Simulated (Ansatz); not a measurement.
BaMn2Bi2:

```
Bi Ba Mn
1.0
    -2.24629    2.24629    7.27818
     2.24629   -2.24629    7.27818
     2.24629    2.24629   -7.27818
Bi Ba Mn
2 1 2
Direct
  0.63321 0.63321 0.00000
  0.36679 0.36679 0.00000
  0.00000 0.00000 0.00000
  0.75000 0.25000 0.50000
  0.25000 0.75000 0.50000
```

The cell is a database's computed one.

Alike in all runs: program Ansatz 0.2.0; functional PBEsol; potentials or basis Ansatz PAW; cutoff 420 eV (not typed: the program's choice for these potentials); k mesh 8 × 8 × 8; occupations fermi-dirac, width 0.05 eV.

The same cell was started in several ways:

| start | free energy over the lowest (meV/atom) | net moment (μB) | site or absolute moments (μB) | gap |
| --- | --- | --- | --- | --- |
| collinear spin, ferrimagnetic start of up to 4 μB | 0.0 | 0.00 | Bi +0.00; Ba +0.00; Mn +3.89, -3.89 | 0.15 eV |
| collinear spin, random start of up to 2.51 μB | 0.0 | 0.00 | Bi -0.00; Ba -0.00; Mn -3.89, +3.89 | 0.15 eV |
| collinear spin, ferromagnetic start of up to 5.5 μB | 106.4 | 8.29 | Bi -0.04; Ba +0.06; Mn +3.89 | none (metal or under the smearing width) |
| no spin polarisation | 595.8 | - | - | none (metal or under the smearing width) |
| collinear spin, ferromagnetic start of up to 4 μB | 106.4 | 8.29 | Bi -0.04; Ba +0.06; Mn +3.89 | none (metal or under the smearing width) |
| collinear spin, antiferromagnetic start of up to 4 μB | 0.0 | 0.00 | Bi +0.00; Ba +0.00; Mn +3.89, -3.89 | 0.15 eV |

The spin-polarised runs without a constraint all converged, yet they end up to 106 meV/atom apart: a converged run can sit in a state that isn't the lowest. Allowing spin polarisation gains 596 meV/atom. A still lower state may exist.

Caveats: spin-orbit coupling is left out, which as a rule narrows the gap of such compounds by several tenths of an eV (some runs); spin-orbit coupling is left out, which moves the levels of the heavy elements (some runs); the magnetic or orbital state may not be the lowest (some runs); the starting moments weren't kept (some runs); forces of over 1 eV/Å show positions far from the minimum, so gaps and moduli don't describe the material at rest (some runs).
